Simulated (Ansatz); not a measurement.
**C2H5ClOSi: up Jacob's ladder to CCSD(T)**

The task here is to estimate one member of a computed series from the others.

The runs use Ansatz 0.2.0, Gaussian basis; functionals in def2-TZVPP, the program's frozen cores in correlated methods.

Plan: PBE-D4, r2SCAN-D4, PBE0-D4, B3LYP-D4, ωB97X-V, ωB97M-V, B2PLYP; CCSD(T)/def2-TZVPP; MP2/def2-QZVPP; extrapolation to the limit.

### The geometry

All runs share one geometry, relaxed beforehand with PBE0-D4 in a triple-zeta def2 set.

SMILES `O[SiH2]/C=C/Cl`, 10 atoms, charge 0, spin multiplicity 1.

Atoms are counted from 1 here; the program's logs count them from 0.

Bond lengths: O1–Si2 1.648 Å, O1–H6 0.958 Å, Si2–C3 1.856 Å, Si2–H7 1.490 Å, Si2–H8 1.482 Å, C3–C4 1.325 Å, C3–H9 1.088 Å, C4–Cl5 1.724 Å, C4–H10 1.084 Å. Angles: Si2–O1–H6 117.6°, O1–Si2–C3 110.8°, O1–Si2–H7 111.1°, O1–Si2–H8 106.4°, C3–Si2–H7 108.7°, C3–Si2–H8 110.5°, H7–Si2–H8 109.3°, Si2–C3–C4 120.8°, Si2–C3–H9 120.4°, C4–C3–H9 118.7°, C3–C4–Cl5 124.2°, C3–C4–H10 123.5°, Cl5–C4–H10 112.3°.

Set-up of the first run:

Input file in.yaml:

```yaml
crystal:
  periodic: [false, false, false]
  atoms:
    - {symbol: O, position_ang: [-1.673954, 0.264941, 0.924252]}
    - {symbol: Si, position_ang: [-0.145573, -0.295144, 1.183590]}
    - {symbol: C, position_ang: [0.855517, -0.227546, -0.378035]}
    - {symbol: C, position_ang: [0.293704, 0.104214, -1.531346]}
    - {symbol: Cl, position_ang: [1.140033, 0.196950, -3.030680]}
    - {symbol: H, position_ang: [-1.809889, 1.212368, 0.955749]}
    - {symbol: H, position_ang: [0.548647, 0.506044, 2.230395]}
    - {symbol: H, position_ang: [-0.285237, -1.695658, 1.649264]}
    - {symbol: H, position_ang: [1.917657, -0.461705, -0.362145]}
    - {symbol: H, position_ang: [-0.757803, 0.344435, -1.638046]}
basis:
  gaussian: {orbitals: def2-TZVPP}
hamiltonian: {xc: pbe, dispersion: d4}
output: {forces: true, orbitals: {seedname: orbitals}}
```

On the command line:

```
ansatz run in.yaml --threads 4 --pin off --events-out ev --progress --plain --max-ram 10444MiB
```

Among the steps run: PBE-D4 (GGA); r2SCAN-D4 (meta-GGA); PBE0-D4 (hybrid); B3LYP-D4 (hybrid); ωB97X-V (range-separated); ωB97M-V (range-separated); B2PLYP (double hybrid); CCSD(T) in def2-TZVPP; MP2 in def2-QZVPP.

One of the session's tables, all rows but one given; the rest of the session is left out.

It belongs to the step «Atomisation energies». 

| method | atomisation energy (eV) |
| --- | --- |
| PBE-D4 | 39.515 |
| r2SCAN-D4 | 38.903 |
| PBE0-D4 | 38.771 |
| B3LYP-D4 | 38.651 |
| ωB97X-V | 38.829 |
| ωB97M-V | 38.887 |
| B2PLYP | 38.311 |
| HF/def2-TZVPP | 28.129 |
| MP2/def2-TZVPP | 38.557 |
| CCSD/def2-TZVPP | 37.084 |
| CCSD(T)/def2-TZVPP | 37.731 |
| MP2/CBS | 39.649 |
| CCSD(T)/CBS | ? |

Q: Estimate the row for CCSD(T)/CBS from the others.

The run gave: atomisation energy (eV): 38.824. In the column «atomisation energy (eV)» it lies between PBE0-D4 (38.771) and ωB97X-V (38.829).
